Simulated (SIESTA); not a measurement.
The system is Sn2PdAu.

```
CELL_PARAMETERS angstrom
4.16302 0.00000 0.00000
-2.08151 3.60528 0.00000
0.00000 0.00000 5.69830
ATOMIC_POSITIONS crystal
Au 0.00000 0.00000 0.50000
Sn 0.66667 0.33333 0.76453
Sn 0.33333 0.66667 0.23547
Pd 0.00000 0.00000 0.00000
```

The cell comes from a database or a generator and needn't be the stable form of this composition.

- Program: SIESTA 5.4.2
- Task: single point
- Functional: PBEsol
- Potentials or basis: PseudoDojo 0.4 standard (PBEsol files)
- Basis: DZP (energy shift 0.003 Ry; two zetas on semicore shells)
- Grid cutoff: 800 Ry
- Energy shift: 0.003 Ry
- k mesh: 7 × 7 × 5
- Occupations: fermi-dirac, width 0.05 eV
- Spin: no spin polarisation

On this cell: pressure -1.0 GPa; largest force 0.019 eV/Å; band gap on the k mesh none (metal or under the smearing width).

The same run follows on a disturbed copy (atoms moved at random, drawn with an rms of 0.05 Å):

```
Au Sn Pd
1.0
     4.16302    0.00000    0.00000
    -2.08151    3.60528    0.00000
     0.00000    0.00000    5.69830
Au Sn Pd
1 2 1
Direct
  0.99446 0.00099 0.49837
  0.66401 0.34577 0.76443
  0.33219 0.66121 0.23303
  0.00592 0.99900 0.99765
```

Question: What changes?

Answer: The energy (extrapolated to zero smearing) moves by +3.7 meV/atom; pressure -0.9 GPa; largest force 0.378 eV/Å; band gap on the k mesh none (metal or under the smearing width).

Forces in eV/Å, atoms in the order of the input:
```
Au  -0.014  0.065 -0.018
Sn   0.231 -0.292 -0.062
Sn  -0.036  0.130  0.013
Pd  -0.182  0.098  0.066
```

Stress tensor (GPa, compression positive):
```
-1.27  0.58 -0.10
 0.58  0.57  0.15
-0.10  0.15 -1.98
```

Caveats: short orbitals over semicore shells can move pressures by several GPa; the basis of atomic orbitals isn't converged, which shifts pressures, moduli and gaps.
